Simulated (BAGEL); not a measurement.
# triplet C2H3NOSi at 3 levels

Aim: a comparison of 3 runs (UHF/STO-3G, ROHF/6-31G*, ROHF/cc-pVDZ) of triplet C2H3NOSi. 

The results are computed with BAGEL 1.2.2.

## Step 1: The system as given

C2H3NOSi: 8 atoms, total charge 0, spin state triplet. SMILES of the parent species: `N#C[SiH2]C=O`. The coordinates come from a GFN2-xTB relaxation. This is one conformer, not always the lowest. That shape belongs to the parent species and isn't relaxed for this state.

Bond lengths: N1–C2 1.146 Å, C2–Si3 1.867 Å, Si3–C4 1.925 Å, C4–O5 1.203 Å, Si3–H6 1.463 Å, Si3–H7 1.457 Å, C4–H8 1.112 Å. Angles: N1–C2–Si3 179.8°, C2–Si3–C4 103.9°, Si3–C4–O5 123.3°, C2–Si3–H6 107.0°, C2–Si3–H7 109.2°, C4–Si3–H6 108.5°, C4–Si3–H7 111.4°, Si3–C4–H8 117.3°, O5–C4–H8 119.4°, H6–Si3–H7 116.1°.

## Step 2: The energy at UHF/STO-3G (density fitting with qzvpp-jkfit) (run 1)

calc.json

```json
{ "bagel" : [

{
  "title" : "molecule",
  "basis" : "sto-3g",
  "df_basis" : "qzvpp-jkfit",
  "angstrom" : true,
  "geometry" : [
    { "atom" : "N", "xyz" : [      -1.618340,      -1.453970,       1.783830 ] },
    { "atom" : "C", "xyz" : [      -0.852400,      -0.757080,       1.293620 ] },
    { "atom" : "Si", "xyz" : [       0.399020,       0.378190,       0.498650 ] },
    { "atom" : "C", "xyz" : [       0.157160,       0.086150,      -1.388330 ] },
    { "atom" : "O", "xyz" : [       1.066670,      -0.132910,      -2.144340 ] },
    { "atom" : "H", "xyz" : [      -0.007570,       1.747870,       0.811940 ] },
    { "atom" : "H", "xyz" : [       1.736510,      -0.006750,       0.928760 ] },
    { "atom" : "H", "xyz" : [      -0.881050,       0.138500,      -1.784120 ] }
  ]
},

{
  "title" : "uhf",
  "nopen" : 2
},

{
  "title" : "print",
  "file" : "orbitals.molden",
  "orbitals" : true
}

]}
```

On the command line:

```bash
$ BAGEL_NUM_THREADS=1 BAGEL calc.json > calc.out
```

The program printed:

```text
* using 1 threads per process

  ===============================================================
  ===============================================================

  *** Geometry ***

  { "atom" : "N", "xyz" : [     -3.058219,     -2.747605,      3.370950 ] },
  { "atom" : "C", "xyz" : [     -1.610803,     -1.430674,      2.444588 ] },
  { "atom" : "Si", "xyz" : [      0.754039,      0.714676,      0.942312 ] },
  { "atom" : "C", "xyz" : [      0.296989,      0.162800,     -2.623563 ] },
  { "atom" : "O", "xyz" : [      2.015714,     -0.251163,     -4.052215 ] },
  { "atom" : "H", "xyz" : [     -0.014305,      3.302996,      1.534344 ] },
  { "atom" : "H", "xyz" : [      3.281528,     -0.012756,      1.755102 ] },
  { "atom" : "H", "xyz" : [     -1.664943,      0.261727,     -3.371498 ] },

  Number of auxiliary basis functions:      486

  Since a DF basis is specified, we compute 2- and 3-index integrals:
    o Being stored without compression. Storage requirement is 0.004 GB

  Number of basis functions:       32
  Number of electrons      :       44

    * METHOD: MOLECULE                             0.15

  *** Open-shell HF ***

  === Nuclear Repulsion ===
   179.8758260419

      * DIIS with orbital gradients will be used.

  === UHF iteration (sto-3g) ===
      0       -489.38438812          0.05242478           0.04
      1       -489.50716418          0.04463009           0.04
      2       -489.55471553          0.03872328           0.04
      3       -489.63412177          0.00452062           0.04
      4       -489.63888989          0.00259790           0.04
      5       -489.64125820          0.00077793           0.04
      6       -489.64145946          0.00038855           0.04
      7       -489.64156049          0.00014541           0.04
      8       -489.64157447          0.00006088           0.04
      9       -489.64157582          0.00004198           0.05
     10       -489.64157639          0.00002518           0.04
     11       -489.64157700          0.00001039           0.04
     12       -489.64157726          0.00000281           0.04
     13       -489.64157736          0.00000143           0.04
     14       -489.64157746          0.00000103           0.04
     15       -489.64157755          0.00000091           0.04
     16       -489.64157769          0.00000075           0.04
     17       -489.64157789          0.00000058           0.04
     18       -489.64157814          0.00000047           0.04
     19       -489.64157831          0.00000043           0.04
     20       -489.64157843          0.00000041           0.04
     21       -489.64157868          0.00000039           0.04
     22       -489.64157918          0.00000034           0.04
     23       -489.64157956          0.00000027           0.04
     24       -489.64158005          0.00000022           0.04
     25       -489.64158011          0.00000013           0.04
     26       -489.64158015          0.00000010           0.04
     27       -489.64158016          0.00000006           0.04
     28       -489.64158017          0.00000004           0.04
     29       -489.64158017          0.00000002           0.04
     30       -489.64158017          0.00000001           0.04
    * SCF iteration converged.

    * S^2 (UHF) is 2.0060

    * Permanent dipole moment:
           (   -0.721863,    -0.917912,     0.261002) a.u.

    * METHOD: UHF                                  1.20

    * METHOD: PRINT                                0.00

  ===============================================================
```

It took 1.6 s on 1 thread of Arm Neoverse V2, shared host.

## Step 3: The energy at ROHF/6-31G(d) (density fitting with qzvpp-jkfit, spherical functions) (run 2)

Changes to calc.json since step 2:

```diff
@@ -4,3 +4,3 @@
   "title" : "molecule",
-  "basis" : "sto-3g",
+  "basis" : "6-31gs.json",
   "df_basis" : "qzvpp-jkfit",
@@ -19,12 +19,5 @@
 
-{
-  "title" : "uhf",
-  "nopen" : 2
-},
+{ "title" : "rohf", "charge" : 0, "nopen" : 2 },
 
-{
-  "title" : "print",
-  "file" : "orbitals.molden",
-  "orbitals" : true
-}
+{ "title" : "print", "file" : "orbitals.molden", "orbitals" : true }
```

The basis set 6-31G* is read from a file made from the Basis Set Exchange's data (not shown).

On the command line:

```bash
$ BAGEL_NUM_THREADS=1 BAGEL calc.json > calc.out
```

The program printed:

```text
* using 1 threads per process

  ===============================================================
  ===============================================================

  *** Geometry ***

  { "atom" : "N", "xyz" : [     -3.058219,     -2.747605,      3.370950 ] },
  { "atom" : "C", "xyz" : [     -1.610803,     -1.430674,      2.444588 ] },
  { "atom" : "Si", "xyz" : [      0.754039,      0.714676,      0.942312 ] },
  { "atom" : "C", "xyz" : [      0.296989,      0.162800,     -2.623563 ] },
  { "atom" : "O", "xyz" : [      2.015714,     -0.251163,     -4.052215 ] },
  { "atom" : "H", "xyz" : [     -0.014305,      3.302996,      1.534344 ] },
  { "atom" : "H", "xyz" : [      3.281528,     -0.012756,      1.755102 ] },
  { "atom" : "H", "xyz" : [     -1.664943,      0.261727,     -3.371498 ] },

  Number of auxiliary basis functions:      486

  Since a DF basis is specified, we compute 2- and 3-index integrals:
    o Being stored without compression. Storage requirement is 0.025 GB

  Number of basis functions:       80
  Number of electrons      :       44

    * METHOD: MOLECULE                             0.21

  *** Open-shell HF ***

  === Nuclear Repulsion ===
   179.8758260419

      * DIIS with orbital gradients will be used.

  === ROHF iteration (6-31gs.json) ===
      0       -495.18427904          0.05186934           0.11
      1       -495.29885131          0.05079015           0.11
      2       -495.34979809          0.04597905           0.11
      3       -495.58169683          0.00373646           0.11
      4       -495.58889931          0.00263236           0.11
      5       -495.59379870          0.00185584           0.12
      6       -495.59722062          0.00081990           0.11
      7       -495.59838040          0.00027666           0.11
      8       -495.59890106          0.00012503           0.11
      9       -495.59884195          0.00008006           0.11
     10       -495.59889224          0.00004264           0.11
     11       -495.59888347          0.00002231           0.11
     12       -495.59889043          0.00000953           0.11
     13       -495.59889339          0.00000495           0.12
     14       -495.59889400          0.00000199           0.14
     15       -495.59889339          0.00000081           0.11
     16       -495.59889312          0.00000044           0.11
     17       -495.59889310          0.00000027           0.11
     18       -495.59889308          0.00000019           0.11
     19       -495.59889309          0.00000014           0.11
     20       -495.59889311          0.00000010           0.11
     21       -495.59889313          0.00000007           0.11
     22       -495.59889313          0.00000005           0.11
     23       -495.59889313          0.00000002           0.11
     24       -495.59889313          0.00000001           0.11
     25       -495.59889313          0.00000001           0.11
    * SCF iteration converged.

    * S^2 (ROHF) is 2.0000

    * Permanent dipole moment:
           (   -0.585918,    -0.960892,     0.352959) a.u.

    * METHOD: ROHF                                 2.98

    * METHOD: PRINT                                0.01

  ===============================================================
```

Run time: 3.6 s. Hardware: 1 thread of Arm Neoverse V2, shared host; peak memory 0.11 GiB.

## Step 4: A single-point energy at ROHF/cc-pVDZ (density fitting with qzvpp-jkfit) (run 3)

input.json

```json
{ "bagel" : [

{
  "title" : "molecule",
  "basis" : "cc-pvdz.json",
  "df_basis" : "qzvpp-jkfit",
  "angstrom" : "true",
  "geometry" : [
    { "atom" : "N", "xyz" : [      -1.618340,      -1.453970,       1.783830 ] },
    { "atom" : "C", "xyz" : [      -0.852400,      -0.757080,       1.293620 ] },
    { "atom" : "Si", "xyz" : [       0.399020,       0.378190,       0.498650 ] },
    { "atom" : "C", "xyz" : [       0.157160,       0.086150,      -1.388330 ] },
    { "atom" : "O", "xyz" : [       1.066670,      -0.132910,      -2.144340 ] },
    { "atom" : "H", "xyz" : [      -0.007570,       1.747870,       0.811940 ] },
    { "atom" : "H", "xyz" : [       1.736510,      -0.006750,       0.928760 ] },
    { "atom" : "H", "xyz" : [      -0.881050,       0.138500,      -1.784120 ] }
  ]
},

{ "title" : "rohf", "nopen" : 2 },

{ "title" : "print", "file" : "orbitals.molden", "orbitals" : "true" }

]}
```

The basis set cc-pVDZ is read from a file made from the Basis Set Exchange's data (not shown).

On the command line:

```bash
$ BAGEL_NUM_THREADS=1 BAGEL input.json > input.out
```

The program printed:

```text
* using 1 threads per process

  ===============================================================
  ===============================================================

  *** Geometry ***

  { "atom" : "N", "xyz" : [     -3.058219,     -2.747605,      3.370950 ] },
  { "atom" : "C", "xyz" : [     -1.610803,     -1.430674,      2.444588 ] },
  { "atom" : "Si", "xyz" : [      0.754039,      0.714676,      0.942312 ] },
  { "atom" : "C", "xyz" : [      0.296989,      0.162800,     -2.623563 ] },
  { "atom" : "O", "xyz" : [      2.015714,     -0.251163,     -4.052215 ] },
  { "atom" : "H", "xyz" : [     -0.014305,      3.302996,      1.534344 ] },
  { "atom" : "H", "xyz" : [      3.281528,     -0.012756,      1.755102 ] },
  { "atom" : "H", "xyz" : [     -1.664943,      0.261727,     -3.371498 ] },

  Number of auxiliary basis functions:      486

  Since a DF basis is specified, we compute 2- and 3-index integrals:
    o Being stored without compression. Storage requirement is 0.031 GB

  Number of basis functions:       89
  Number of electrons      :       44

    * METHOD: MOLECULE                             0.21

  *** Open-shell HF ***

  === Nuclear Repulsion ===
   179.8758260419

      * DIIS with orbital gradients will be used.

  === ROHF iteration (cc-pvdz.json) ===
      0       -495.34614979          0.03146267           0.12
      1       -495.45954481          0.03020445           0.12
      2       -495.49504336          0.02639020           0.12
      3       -495.61577326          0.00311824           0.12
      4       -495.62267073          0.00210398           0.14
      5       -495.62722851          0.00146916           0.12
      6       -495.62980473          0.00049966           0.12
      7       -495.63083374          0.00015944           0.12
      8       -495.63107723          0.00007368           0.12
      9       -495.63106154          0.00004448           0.12
     10       -495.63106932          0.00002402           0.12
     11       -495.63108294          0.00001500           0.12
     12       -495.63108151          0.00000721           0.13
     13       -495.63108439          0.00000386           0.12
     14       -495.63108431          0.00000177           0.12
     15       -495.63108386          0.00000070           0.12
     16       -495.63108349          0.00000052           0.12
     17       -495.63108344          0.00000044           0.12
     18       -495.63108345          0.00000034           0.12
     19       -495.63108343          0.00000024           0.12
     20       -495.63108346          0.00000014           0.12
     21       -495.63108349          0.00000009           0.12
     22       -495.63108350          0.00000005           0.12
     23       -495.63108350          0.00000002           0.13
     24       -495.63108349          0.00000001           0.13
     25       -495.63108348          0.00000001           0.12
    * SCF iteration converged.

    * S^2 (ROHF) is 2.0000

    * Permanent dipole moment:
           (   -0.598198,    -0.939890,     0.387006) a.u.

    * METHOD: ROHF                                 3.41

    * METHOD: PRINT                                0.01

  ===============================================================
```

Wall time 3.9 s (1 thread of Arm Neoverse V2, shared host); peak memory 0.12 GiB.

## Step 5: All runs side by side

```
run                                                                level  energy (Eh)  dipole moment (D)   ⟨S²⟩  wall time
  1                        UHF/STO-3G (density fitting with qzvpp-jkfit)  -489.641580               3.04  2.006      1.6 s
  2  ROHF/6-31G* (density fitting with qzvpp-jkfit, spherical functions)  -495.598893               3.00  2.000      3.6 s
  3                      ROHF/cc-pVDZ (density fitting with qzvpp-jkfit)  -495.631083               3.00  2.000      3.9 s
```

## Step 6: Results

| quantity | value |
| --- | --- |
| run 3: total energy | -495.63108 Eh |
| run 3: dipole moment | 3.00 D |
| run 3: ⟨S²⟩ | 2.000 |

**Reading.** The dipole moment (its size) runs from 3.00 D (ROHF/cc-pVDZ) to 3.04 D (UHF/STO-3G). The two ends differ in method and basis. In run 1 the basis is minimal, so the values are rough. All runs together took 9.1 s, the longest 3.9 s.
